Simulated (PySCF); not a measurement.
# CHNYb (Yb(HCN)2+): the cost of one run

Program: PySCF 2.14.0. Level of theory: several levels, as the steps say, no spin–orbit coupling. These are calculated values, not measurements.

1 further run of the same task is left out (for a known fault of the program).

**1. Where the work starts**

4 atoms, charge 2, spin multiplicity 1.

Bond lengths: Yb1–N2 2.430 Å, N2–C3 1.153 Å, C3–H4 1.095 Å. Angles: Yb1–N2–C3 180.0°, N2–C3–H4 180.0°.

As a file:

```
Yb    0.00000    0.00000   -0.29490
N     0.00000    0.00000    2.13549
C     0.00000    0.00000    3.28888
H     0.00000    0.00000    4.38387
```

Formal oxidation states: Yb +2. Each metal's 14 4f electrons lie in its core potential, so multiplicities, spins and levels count the valence alone. An earlier session relaxed this geometry at PBE0, Yb lcecp-0-SVP with ECP60, N def2-SVP, C def2-SVP, H def2-SVP (singlet, point group C∞v).

At PBE0 on the finer grid: E = -125.638699 Eh, frontier levels not given, since the 4f levels lie in the core, Mulliken charge on Yb1 +1.76 e, largest force component 0.004 eV/Å. 

Levels to run: BP86; BLYP; PBE0, TZVP. Hardware: 2 threads of Arm Neoverse V2, shared host.

**2. BP86**

Input file run.py (the lines that set the calculation):

```python
mol = gto.M(atom='''
Yb     0.00000     0.00000    -0.29490
N      0.00000     0.00000     2.13549
C      0.00000     0.00000     3.28888
H      0.00000     0.00000     4.38387''',
    basis={'Yb': 'lcecp-0-SVP', 'N': 'def2-SVP', 'C': 'def2-SVP', 'H': 'def2-SVP'},
    ecp={'Yb': 'lcecp-0-SVP'},
    charge=2, spin=0)
mf = dft.RKS(mol, xc='B88,P86')
mf.grids.atom_grid = (75, 302)  # f atoms: unpruned, at least (60, 302)
mf = mf.density_fit()  # fitting sets: Yb AutoAux, N def2-universal-JKFIT, C def2-universal-JKFIT, H def2-universal-JKFIT
mf.conv_tol = 1e-08; mf.max_cycle = 55
mf.kernel(dm0)  # dm0: the density of the relaxed state
```

On the command line:

```bash
$ OMP_NUM_THREADS=2 python run.py
```

**Question.** How long does this run take on 2 threads of Arm Neoverse V2, shared host?

About 1.6 s.
